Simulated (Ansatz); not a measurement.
# PtN+ (quintet): the correlation ladder, def2-TZVPP

An exercise on one series of results from a longer session: the logs are not shown, and one member is left open.

Method: def2-TZVPP, core rule «outside noble gas», up to 5 orbitals frozen; program: Ansatz 0.2.0, Gaussian basis.

Plan: UHF; CCSD(T) on ROHF; CCSD(T) on UHF; CCSDT(Q) on ROHF; CCSDT(Q) on UHF; CASSCF and MRCISD+Q, 14 electrons in 10 orbitals; CASSCF and NEVPT2, 14 electrons in 10 orbitals.

5 further runs of the same task are left out: 5 set aside as unsound or not needed.

## The system

The geometry is a PBE0/def2-TZVP stationary point (not a proven minimum) of the parent state, kept for this charge and spin. No spin-orbit coupling is included. Elements past krypton take def2 core potentials.

2 atoms, charge 1, spin multiplicity 5.

Atoms are counted from 1 here; the program's logs count them from 0.

Bond lengths: Pt1–N2 1.755 Å.

Set-up of the first run:

Input file in.yaml:

```yaml
crystal:
  periodic: [false, false, false]
  atoms:
    - {symbol: Pt, position_ang: [0.000000, 0.000000, 0.000000]}
    - {symbol: N, position_ang: [0.000000, 0.000000, 1.755400]}
basis:
  gaussian: {orbitals: def2-TZVPP}
total_charge: 1
magnetization: {spin_polarized: true, initial_magnetization: 4}
hamiltonian: {xc: hf}
output: {orbitals: {seedname: orbitals}}
```

The run is started by

```console
$ ansatz run in.yaml --threads 1 --pin off --events-out ev --progress --plain --max-ram 2816MiB --backend cpu
```

Among the steps run: UHF; CCSD(T) on ROHF; CCSD(T) on UHF; CCSDT(Q) on ROHF; CCSDT(Q) on UHF; CASSCF and MRCISD+Q, 14 electrons in 10 orbitals; CASSCF and NEVPT2, 14 electrons in 10 orbitals.

One of the session's tables, all rows but one given; the rest of the session is left out.

| method | from RCCSDT(Q) (meV) |
| --- | --- |
| ROHF | +12650.4 |
| UHF | +12043.9 |
| RMP2 | +537.3 |
| UMP2 | +662.4 |
| RCCSD | +624.4 |
| UCCSD | +533.6 |
| RCCSD(T) | +44.0 |
| UCCSD(T) | -27.0 |
| RCCSDT | +31.2 |
| UCCSDT | -46.3 |
| RCCSDT(Q) | 0 |
| UCCSDT(Q) | ? |
| CASSCF valence | +11012.9 |
| NEVPT2 valence | +1267.9 |
| MRCISD valence | +1219.7 |
| MRCISD+Q valence | +302.9 |

Estimate the missing values for UCCSDT(Q).

The run gave: from RCCSDT(Q) (meV): -82.1. In the column «from RCCSDT(Q) (meV)» it is the lowest.

Limits of these values: Warnings: spin contamination; large T1 diagnostic. Restricted and unrestricted rows rest on different reference determinants; where their highest levels disagree by more than a few hundredths of an eV, they describe different states and don't form one ladder.
